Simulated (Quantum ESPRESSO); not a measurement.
# Ge3P2 (P6/mmm) in Quantum ESPRESSO: reference runs

Reference runs on Ge3P2: the cell as given.

Everything below comes from runs of Quantum ESPRESSO 7.5. Logs are shortened: lines on timing, memory, paths and dates and some standing lists are left out, and cuts for length are marked.

### Step 1. The crystal as given

The structure is hexagonal, space group P6/mmm (No. 191). The conventional cell has a = 4.328 Å, b = 4.328 Å, c = 6.576 Å, α = 90.00°, β = 90.00°, γ = 120.00°. Ge (site symmetry -6m2) is surrounded by 6 Ge at 2.50 Å. Ge (site symmetry 6/mmm) is surrounded by 2 P at 2.27 Å and 6 Ge at 2.50 Å. P (site symmetry 6mm) has 1 P at 2.03 Å and 1 Ge at 2.27 Å as nearest neighbours.

The cell was built by a generator and needn't be a form met in nature.

### Step 2. Single point, PBE

pw.in reads:

```
&CONTROL
  calculation = 'scf'
  prefix = 'pwscf'
  outdir = './tmp'
  pseudo_dir = './pseudo'
  tprnfor = .true.
  tstress = .true.
  disk_io = 'low'
/
&SYSTEM
  ibrav = 0
  nat = 5
  ntyp = 2
  ecutwfc = 55
  ecutrho = 440
  nbnd = 36
  occupations = 'smearing'
  smearing = 'fd'
  degauss = 0.00367493
/
&ELECTRONS
  conv_thr = 1d-09
  electron_maxstep = 120
  mixing_beta = 0.5
/
ATOMIC_SPECIES
Ge    72.6300 ge_pbe_v1.4.uspp.F.UPF
P     30.9738 P.pbe-n-rrkjus_psl.1.0.0.UPF
CELL_PARAMETERS angstrom
   4.3278838700    0.0000000000    0.0000000000
  -2.1639419400    3.7480573800    0.0000000000
   0.0000000000    0.0000000000    6.5758296700
ATOMIC_POSITIONS crystal
Ge     0.3333333300    0.6666666700    0.5000000000
Ge     0.6666666700    0.3333333300    0.5000000000
Ge     0.0000000000    0.0000000000    0.5000000000
P      0.0000000000    0.0000000000    0.1544672400
P      0.0000000000    0.0000000000    0.8455327600
K_POINTS automatic
7 7 4 0 0 0
```

pp_density.in reads:

```
&INPUTPP
  prefix = 'pwscf'
  outdir = './tmp'
  filplot = 'density.dat'
  plot_num = 0
/
&PLOT
  nfile = 1
  filepp(1) = 'density.dat'
  iflag = 3
  output_format = 6
  fileout = 'density.cube'
/
```

pp_potential.in reads:

```
&INPUTPP
  prefix = 'pwscf'
  outdir = './tmp'
  filplot = 'potential.dat'
  plot_num = 11
/
&PLOT
  nfile = 1
  filepp(1) = 'potential.dat'
  iflag = 3
  output_format = 6
  fileout = 'potential.cube'
/
```

Potentials or basis: SSSP 1.3 efficiency PBE.

Launch:

```sh
> OMP_NUM_THREADS=1 pw.x -in pw.in > pw.out
> OMP_NUM_THREADS=1 pp.x -in pp_density.in > pp_density.out
> OMP_NUM_THREADS=1 pp.x -in pp_potential.in > pp_potential.out
```

pw.out:

```text
This program is part of the open-source Quantum ESPRESSO suite
     for quantum simulation of materials; please cite
[... 9 lines left out ...]
     --------------------
     sticks:   dense  smooth     PW     G-vecs:    dense   smooth      PW
     Sum        2053    1027    295               112259    39641    6073

     Using Slab Decomposition

     bravais-lattice index     =            0
     lattice parameter (alat)  =       8.1785  a.u.
     unit-cell volume          =     719.8284 (a.u.)^3
     number of atoms/cell      =            5
     number of atomic types    =            2
     number of electrons       =        52.00
     number of Kohn-Sham states=           36
     kinetic-energy cutoff     =      55.0000  Ry
     charge density cutoff     =     440.0000  Ry
     scf convergence threshold =      1.0E-09
     mixing beta               =       0.5000
     number of iterations used =            8  plain     mixing
     Exchange-correlation= PBE
                           (   1   4   3   4   0   0   0)

     celldm(1)=   8.178515  celldm(2)=   0.000000  celldm(3)=   0.000000
     celldm(4)=   0.000000  celldm(5)=   0.000000  celldm(6)=   0.000000

     crystal axes: (cart. coord. in units of alat)
               a(1) = (   1.000000   0.000000   0.000000 )
               a(2) = (  -0.500000   0.866025   0.000000 )
               a(3) = (   0.000000   0.000000   1.519410 )

     reciprocal axes: (cart. coord. in units 2 pi/alat)
               b(1) = (  1.000000  0.577350 -0.000000 )
               b(2) = (  0.000000  1.154701  0.000000 )
               b(3) = (  0.000000 -0.000000  0.658150 )

     PseudoPot. # 1 for Ge read from file:
     ge_pbe_v1.4.uspp.F.UPF
     Pseudo is Ultrasoft + core correction, Zval = 14.0
     Generated by new atomic code, or converted to UPF format
     Using radial grid of  873 points,  6 beta functions with:
                l(1) =   0
                l(2) =   0
                l(3) =   1
                l(4) =   1
                l(5) =   2
                l(6) =   2
     Q(r) pseudized with  8 coefficients,  rinner =    1.400   1.400   1.400
                                                       1.400   1.400

     PseudoPot. # 2 for P  read from file:
     P.pbe-n-rrkjus_psl.1.0.0.UPF
     Pseudo is Ultrasoft + core correction, Zval =  5.0
     Generated using "atomic" code by A. Dal Corso  v.5.1
     Using radial grid of 1147 points,  6 beta functions with:
                l(1) =   0
                l(2) =   0
                l(3) =   1
                l(4) =   1
                l(5) =   2
                l(6) =   2
     Q(r) pseudized with 0 coefficients

     atomic species   valence    mass     pseudopotential
     Ge               14.00    72.63000     Ge( 1.00)
     P                 5.00    30.97380     P ( 1.00)

     24 Sym. Ops., with inversion, found

   Cartesian axes

     site n.     atom                  positions (alat units)
         1        Ge     tau(   1) = (  -0.0000000   0.5773503   0.7597050  )
         2        Ge     tau(   2) = (   0.5000000   0.2886751   0.7597050  )
         3        Ge     tau(   3) = (   0.0000000   0.0000000   0.7597050  )
         4        P      tau(   4) = (   0.0000000   0.0000000   0.2346991  )
         5        P      tau(   5) = (   0.0000000   0.0000000   1.2847109  )

     number of k points=    24  Fermi-Dirac smearing, width (Ry)=  0.0037
                       cart. coord. in units 2pi/alat
        k(    1) = (   0.0000000   0.0000000   0.0000000), wk =   0.0102041
        k(    2) = (   0.0000000   0.0000000   0.1645376), wk =   0.0204082
        k(    3) = (   0.0000000   0.0000000  -0.3290751), wk =   0.0102041
        k(    4) = (   0.0000000   0.1649572   0.0000000), wk =   0.0612245
        k(    5) = (   0.0000000   0.1649572   0.1645376), wk =   0.1224490
        k(    6) = (   0.0000000   0.1649572  -0.3290751), wk =   0.0612245
[... 16 lines left out ...]
        k(   23) = (   0.2857143   0.4948717   0.1645376), wk =   0.1224490
        k(   24) = (   0.2857143   0.4948717  -0.3290751), wk =   0.0612245

     Dense  grid:   112259 G-vectors     FFT dimensions: (  60,  60,  90)

     Smooth grid:    39641 G-vectors     FFT dimensions: (  40,  40,  60)

     Check: negative core charge=   -0.000001

     Initial potential from superposition of free atoms

     starting charge      51.9971, renormalised to      52.0000
     Starting wfcs are   35 randomized atomic wfcs +    1 random wfcs

     Self-consistent Calculation

     iteration #  1     ecut=    55.00 Ry     beta= 0.50
     Davidson diagonalization with overlap
     ethr =  1.00E-02,  avg # of iterations =  6.5

     Threshold (ethr) on eigenvalues was too large:
     Diagonalizing with lowered threshold

     Davidson diagonalization with overlap
     ethr =  1.17E-04,  avg # of iterations =  5.9

     total energy              =    -668.60197117 Ry
     estimated scf accuracy    <       0.06332685 Ry

     iteration #  2     ecut=    55.00 Ry     beta= 0.50
     Davidson diagonalization with overlap
     ethr =  1.22E-04,  avg # of iterations =  3.0
[... 43 lines left out ...]
     total energy              =    -668.60651530 Ry
     estimated scf accuracy    <          6.6E-09 Ry

     iteration #  9     ecut=    55.00 Ry     beta= 0.50
     Davidson diagonalization with overlap
     ethr =  1.27E-11,  avg # of iterations =  3.6

     End of self-consistent calculation

          k = 0.0000 0.0000 0.0000 (  5009 PWs)   bands (ev):

   -17.7391 -17.6269 -17.6269 -17.5956 -17.5956 -17.4066 -17.4066 -17.3837
   -17.3742 -17.3742 -17.3393 -17.3393 -17.2543 -17.2543 -17.2443  -7.3349
    -4.0658  -2.2528   2.0582   3.6267   3.6267   4.3192   4.5613   4.5613
     6.1154   6.7758   6.7758   7.0634   8.2110   8.2110   8.8519  11.6713
    12.3630  14.4916  14.4916  15.1259

          k = 0.0000 0.0000 0.1645 (  4985 PWs)   bands (ev):
[... 177 lines left out ...]
   -17.7498 -17.7448 -17.7278 -17.6013 -17.5940 -17.4882 -17.3880 -17.3434
   -17.3288 -17.3137 -17.3015 -17.2664 -17.2569 -17.2259 -17.1871  -4.9792
    -4.6475  -3.1104  -2.3785   1.6847   1.7825   3.7440   4.3491   6.5431
     6.8111   7.9838   7.9959   8.4427   8.8029   9.9610  13.5127  13.7594
    14.0375  14.4533  15.6671  15.7433

     the Fermi energy is     7.7357 ev

!    total energy              =    -668.60651530 Ry
     estimated scf accuracy    <          2.5E-10 Ry
     smearing contrib. (-TS)   =      -0.00233962 Ry
     internal energy E=F+TS    =    -668.60417568 Ry

     The total energy is F=E-TS. E is the sum of the following terms:
     one-electron contribution =    -630.92277321 Ry
     hartree contribution      =     357.83438159 Ry
     xc contribution           =    -183.89532329 Ry
     ewald contribution        =    -211.62046077 Ry

     convergence has been achieved in   9 iterations

     Forces acting on atoms (cartesian axes, Ry/au):

     atom    1 type  1   force =    -0.00000000    0.00000000    0.00000000
     atom    2 type  1   force =     0.00000000   -0.00000000    0.00000000
     atom    3 type  1   force =     0.00000000   -0.00000000    0.00000000
     atom    4 type  2   force =     0.00000000   -0.00000000   -0.08822758
     atom    5 type  2   force =    -0.00000000    0.00000000    0.08822758

     Total force =     0.124773     Total SCF correction =     0.000012

     Computing stress (Cartesian axis) and pressure

          total   stress  (Ry/bohr**3)                   (kbar)     P=      194.94
   0.00163482   0.00000000   0.00000000          240.49        0.00        0.00
   0.00000000   0.00163482   0.00000000            0.00      240.49        0.00
   0.00000000   0.00000000   0.00070597            0.00        0.00      103.85

=------------------------------------------------------------------------------=
   JOB DONE.
=------------------------------------------------------------------------------=
```

Run time: 75 s. Hardware: 1 thread of Intel Xeon Platinum 8488C (Sapphire Rapids), shared host; peak memory 0.5 GiB.

Results:

```yaml
Free_energy: -9096.8551 eV
Pressure: 19.5 GPa
Largest_force: 2.268 eV/Å
Band_gap_on_the_k_mesh: none (metal or under the smearing width)
```

Forces on the atoms (eV/Å):
```
Ge   0.000  0.000  0.000
Ge   0.000  0.000  0.000
Ge   0.000  0.000  0.000
P    0.000  0.000 -2.268
P    0.000  0.000  2.268
```

Caveat: so large a pressure means that the cell lies far from this level's equilibrium, or that cutoff or potentials fall short; forces of over 1 eV/Å show positions far from the minimum, so gaps and moduli don't describe the material at rest.
